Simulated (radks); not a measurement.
# Cl in [He] 2s2 2p5.75 3s2 3p5 4p0.25: an all-electron calculation

What are the levels of neutral chlorine, how large are its shells, and how does its energy divide?

The numbers are computed with radks (a radial shooting solver on a logarithmic mesh, Libxc functionals) version 1 (non-relativistic Kohn-Sham, BLYP, spin-polarised, spherical densities, point nucleus; open shells are filled with parallel spins first), except any that are marked as measured or tabulated.

**1. Starting point**

```
element       : chlorine (Z = 17)
charge        : 0
electrons     : 17
configuration : [He] 2s2 2p5.75 3s2 3p5 4p0.25
```

**2. Self-consistent calculation**

Input:

```text
Z 17
configuration [He] 2s2 2p5.75 3s2 3p5 4p0.25 4s0 3d0
relativity non-relativistic
functional b88,lyp
spin polarised
nucleus point
```

Run with:

```sh
> python run_ks.py task.json out
```

The same process makes all the runs of this session.

**Question.** What will this run give?

**Answer**, as computed:

```
                        quantity                   value
                    total energy      -458.37195 hartree
exchange-correlation share of it                  6.08 %
                            −T/E                  0.9989
          highest occupied level        4p up, -0.487 eV
    most extended occupied level  4p up, <r> = 11.6 bohr
 radius at density 0.001 e/bohr³               3.81 bohr
    maxima of the radial density                       4
```

**Reading.** 4 principal shells are occupied and 4 maxima appear in the radial density. −T/E = 0.9989, near the virial value of 1. This is not the tabulated ground configuration, so its levels and sizes aren't those of the ground state, and no measured value stands beside it.
